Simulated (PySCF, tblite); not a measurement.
# C3H12AlNO: geometry, infrared bands and NMR shifts

Aim: predict the infrared bands and NMR shifts of C3H12AlNO (`CCO[CH2][AlH2-][NH3+]`).

Programs: tblite 0.8.0 and PySCF 2.14.0, with density-fitted response routines of our own. Each step states its level of theory. These are calculated values for one molecule in the gas phase, unless marked as measured. Atoms are numbered from 0 throughout.

## 1. The molecule as given

18 atoms, charge 0, multiplicity 1; geometry from: force field or distance geometry start.

Bonds of the start (Å): C0–C1 1.50, C1–O2 1.43, O2–C3 1.41, C3–Al4 1.96, Al4–N5 1.92, C0–H6 1.09, C0–H7 1.12, C0–H8 1.11, C1–H9 1.10, C1–H10 1.12, C3–H11 1.12, C3–H12 1.11, Al4–H13 1.61, Al4–H14 1.57, N5–H15 1.06, N5–H16 1.04, N5–H17 1.03.

## 2. Optimising the geometry with GFN2-xTB

Job settings and geometry (Å):

```
{"job": {"kind": "relax", "xc": "GFN2-xTB", "basis": "xTB"}, "charge": 0, "multiplicity": 1}
C     -3.232700    -0.025300     0.667300
C     -1.966300    -0.099800    -0.137600
O     -0.829900     0.289500     0.639600
C      0.232300     0.154400    -0.280900
Al     1.969800     0.627200     0.502400
N      3.327900    -0.630700    -0.008600
H     -3.166400    -0.477400     1.661400
H     -3.963400    -0.667200     0.104400
H     -3.685900     0.985500     0.659900
H     -2.060000     0.575500    -0.995100
H     -1.831100    -1.150600    -0.499300
H      0.156900    -0.901700    -0.631000
H     -0.030900     0.858600    -1.094300
H      2.407100     2.024100    -0.156700
H      1.972200     0.830000     2.059000
H      4.227200    -0.231800     0.377200
H      3.387700    -0.595100    -1.047600
H      3.076700    -1.558900     0.374000
```

Run with:

```sh
OMP_NUM_THREADS=1 python probes_run.py task.json out
```

The driver reads the jobs from task.json and runs them one after another.

**Question.** This job is followed by: GFN2-xTB harmonic vibrations, gas phase; GIAO PBE0/pcSseg-1 NMR shielding, non-relativistic, gas phase. What will the session give for the following? strongest single infrared mode (GFN2-xTB); zero-point energy (GFN2-xTB); 13C shifts against TMS (PBE0/pcSseg-1); 1H shifts against TMS (PBE0/pcSseg-1); 17O shifts against H2O (PBE0/pcSseg-1); 27Al shifts against AlH4- (PBE0/pcSseg-1); 15N shifts against NH3 (PBE0/pcSseg-1).

The runs gave:

```
                                 quantity                                                                       value
strongest single infrared mode (GFN2-xTB)                                                       1651 cm⁻¹, 549 km/mol
             zero-point energy (GFN2-xTB)                                                               90.1 kcal/mol
   13C shifts against TMS (PBE0/pcSseg-1)                                                        77.3, 68.1, 16.8 ppm
    1H shifts against TMS (PBE0/pcSseg-1)  3.74, 3.65, 3.65, 3.64, 3.23, 3.23, 1.89, 1.88, 1.59, 1.57, 1.44, 0.92 ppm
   17O shifts against H2O (PBE0/pcSseg-1)                                                                    18.9 ppm
27Al shifts against AlH4- (PBE0/pcSseg-1)                                                                   -19.5 ppm
   15N shifts against NH3 (PBE0/pcSseg-1)                                                                    47.9 ppm
```

**Reading.** Over 153 steps the energy fell by 1.614 eV; of the close pairs, O2–Al4 changed most, 2.823 to 1.843 Å. All 48 modes are real, so the xTB geometry is a minimum. The strongest single mode, at 1651 cm⁻¹, moves mainly H13 and H14. GFN2-xTB is a fitted tight-binding method: band positions and strengths are rough. Its intensities can rank the bands wrongly. The structure rearranged or came apart on optimisation; the results belong to the end geometry, not to the formula as drawn. Shifts at one fixed geometry are not the observed spectrum, which averages over the motion. At PBE0/pcSseg-1: The widest tensor belongs to Al4: span 212 ppm, with a paramagnetic part of -287 ppm.
